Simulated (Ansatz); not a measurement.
## GaGe3 in Ansatz: the effect of functional

GaGe3:

```
Ge Ga
1.0
     0.00000    3.45360    3.45360
     3.45360    0.00000    3.45360
     3.45360    3.45360    0.00000
Ge Ga
3 1
Direct
  0.50000 0.50000 0.50000
  0.75000 0.75000 0.75000
  0.25000 0.25000 0.25000
  0.00000 0.00000 0.00000
```

The cell comes from a database or a generator and needn't be the stable form of this composition.

The cell isn't the ideal one: volume scaled by 1.06.

Alike in all runs:

| Item | Value |
| --- | --- |
| Program | Ansatz 0.2.0 |
| Task | single point |
| Potentials or basis | Ansatz PAW |
| k mesh | 7 × 7 × 7 |
| Occupations | fermi-dirac, width 0.05 eV |
| Spin | no spin polarisation |

| functional | cutoff | pressure (GPa) |
| --- | --- | --- |
| LDA | 420 eV (not typed: the program's choice for these potentials) | -8.0 |
| r2SCAN | 500 eV (not typed: the program's choice for these potentials) | ? |
| PBE | 420 eV (not typed: the program's choice for these potentials) | -3.6 |

**Question.** What does the run with functional r2SCAN give?

**Answer.** Pressure -5.4 GPa.

Caveats: the PAW data sets come from PBE, with cores solved anew for the run's functional, which leaves a small shift of forces and pressure (some runs).
